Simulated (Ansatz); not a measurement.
What does this script print? It uses the Python package of Ansatz (0.2.0).

Contents of `brcl2fsi.yaml`:
```yaml
crystal:
  periodic: [false, false, false]
  atoms:
    - { symbol: F, position_ang: [1.1182, -0.9567, 0.9848] }
    - { symbol: Si, position_ang: [0.0533, -0.0741, 0.0611] }
    - { symbol: Cl, position_ang: [-1.6272, 0.4507, 1.1337] }
    - { symbol: Cl, position_ang: [-0.5513, -1.2181, -1.4813] }
    - { symbol: Br, position_ang: [1.0569, 1.7247, -0.7398] }
basis:
  gaussian: { orbitals: def2-SVP }
hamiltonian:
  xc: b3lyp
```

The script, `brcl2fsi_deck.py`:
```python
"""BrCl2FSi through the session interface."""

import ansatz as az


def main() -> None:
    session = az.Session.from_deck("brcl2fsi.yaml")
    summary = session.plan(threads=1).execute().report

    print("reference energy %16.6f eV" % summary["reference_energy_ev"])
    print("total energy     %16.6f eV" % summary["free_energy_ev"])
    print("occupied orbitals outside the frozen core (up, down):", summary["n_occupied"], " frozen:", summary["n_frozen"], " virtual:", summary["n_virtual"])
    symbols = ["F", "Si", "Cl", "Cl", "Br"]


if __name__ == "__main__":
    main()
```

Running `python brcl2fsi_deck.py` prints:
```text
reference energy   -105672.452784 eV
total energy       -105672.452784 eV
occupied orbitals outside the frozen core (up, down): [46, 46]  frozen: 0  virtual: [54, 54]
```

Notes:
- Total energies depend on the basis set; only differences at equal settings carry meaning.
- The geometry is a force-field or estimated start, not a minimum of this method, and the basis set is short of its limit.
- Wall time of the script: 3 s on 1 thread of Arm Neoverse V2, with other jobs on the host, peak memory 0.27 GiB.
